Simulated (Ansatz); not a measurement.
# FeNi3: lattice vibrations

How does the lattice vibrate, and how do the modes shift with volume? Displacements sample a 1×1×1 mesh. Runs: reference run (LAPW); volume scaled by 0.980 (LAPW); volume scaled by 1.020 (LAPW); mode Grüneisen parameters (LAPW). Companion runs by PAW are cited.

Method: DFT PBEsol, all-electron LAPW, scalar-relativistic unless said, in Ansatz 0.2.0.

1 further run of the same task is left out (it didn't finish).

### Step 1. The system as given

It takes space group Pm-3m (No. 221, cubic). Conventional cell: a = 3.489 Å, b = 3.489 Å, c = 3.489 Å, α = 90.00°, β = 90.00°, γ = 90.00°. Around Fe (site symmetry m-3m) lie 12 Ni at 2.47 Å. Around Ni (site symmetry 4/mmm) lie 4 Fe at 2.47 Å and 8 Ni at 2.47 Å.

As a file:

```cif
data_structure
_symmetry_space_group_name_H-M 'Pm-3m'
_symmetry_Int_Tables_number 221
_cell_length_a 3.4888
_cell_length_b 3.4888
_cell_length_c 3.4888
_cell_angle_alpha 90.000
_cell_angle_beta 90.000
_cell_angle_gamma 90.000
_cell_volume 42.47
loop_
_atom_site_label
_atom_site_type_symbol
_atom_site_symmetry_multiplicity
_atom_site_Wyckoff_symbol
_atom_site_fract_x
_atom_site_fract_y
_atom_site_fract_z
_atom_site_occupancy
Fe1 Fe 1 a 0.00000 0.00000 0.00000 1
Ni1 Ni 3 c 0.00000 0.50000 0.50000 1
```

Cartesian axes are those of the input's lattice vectors. The structure goes back to a database entry.

### Step 2. Reference run, LAPW

The input, input.yaml:

```yaml
crystal:
  lattice:
    - [3.48884768829, 0.0, 0.0]
    - [0.0, 3.48884768829, 0.0]
    - [0.0, 0.0, 3.48884768829]
  atoms:
    - { symbol: Fe, position: [0.0, 0.0, 0.0], spin: 2.8 }
    - { symbol: Ni, position: [0.0, 0.5, 0.5], spin: 0.7 }
    - { symbol: Ni, position: [0.5, 0.0, 0.5], spin: 0.7 }
    - { symbol: Ni, position: [0.5, 0.5, 0.0], spin: 0.7 }
magnetization:
  spin_polarized: true
kpoints:
  mp_grid: { grid: [10, 10, 10] }
scf:
  occupations: { method: fermi_dirac, width: 0.1 }
hamiltonian:
  xc: pbesol
  pseudopotentials: { kind: all_electron, lapw: { basis_error: 0.001 } }
phonons:
  supercell: [1, 1, 1]
```

Run with:

```sh
$ ansatz run input.yaml --threads 2 --pin off --max-ram 8192MiB --backend cpu --events-out ev --progress --plain --runs-dir out
```

### Step 3. Volume scaled by 0.980, LAPW

Edit input.yaml of step 2 so:

```diff
@@ -2,5 +2,5 @@
   lattice:
-    - [3.48884768829, 0.0, 0.0]
-    - [0.0, 3.48884768829, 0.0]
-    - [0.0, 0.0, 3.48884768829]
+    - [3.4654318976, 0.0, 0.0]
+    - [0.0, 3.4654318976, 0.0]
+    - [0.0, 0.0, 3.4654318976]
   atoms:
```

### Step 4. Volume scaled by 1.020, LAPW

Edit input.yaml of step 3 so:

```diff
@@ -2,5 +2,5 @@
   lattice:
-    - [3.4654318976, 0.0, 0.0]
-    - [0.0, 3.4654318976, 0.0]
-    - [0.0, 0.0, 3.4654318976]
+    - [3.51195331323, 0.0, 0.0]
+    - [0.0, 3.51195331323, 0.0]
+    - [0.0, 0.0, 3.51195331323]
   atoms:
```

(Steps that only read results are left out.)

**Question.** What will these runs give? Wanted: highest mode on the mesh, without the LO shift; optical modes at Γ.

The runs gave:

| quantity | value |
| --- | --- |
| highest mode on the mesh, without the LO shift (LAPW) | 288 cm⁻¹ |
| optical modes at Γ | 211 (T2u), 215 (T1u), 288 (T1u) cm⁻¹ |
| mean Grüneisen parameter at 300 K (LAPW) | 2.02 |

No mode at Γ is unstable, and no other wavevector was sampled; the highest lies at 288 cm⁻¹ by LAPW. Weighted by heat capacity at 300 K the mean Grüneisen parameter of the sampled modes is 2.02; optical modes at Γ alone don't fix the expansion. PAW differs from LAPW by at most 0.1 cm⁻¹. Each set of modes is computed in the harmonic approximation. Cautions: a lower magnetic state may exist; responses of metals move with mesh and smearing; zone-boundary modes aren't tested.
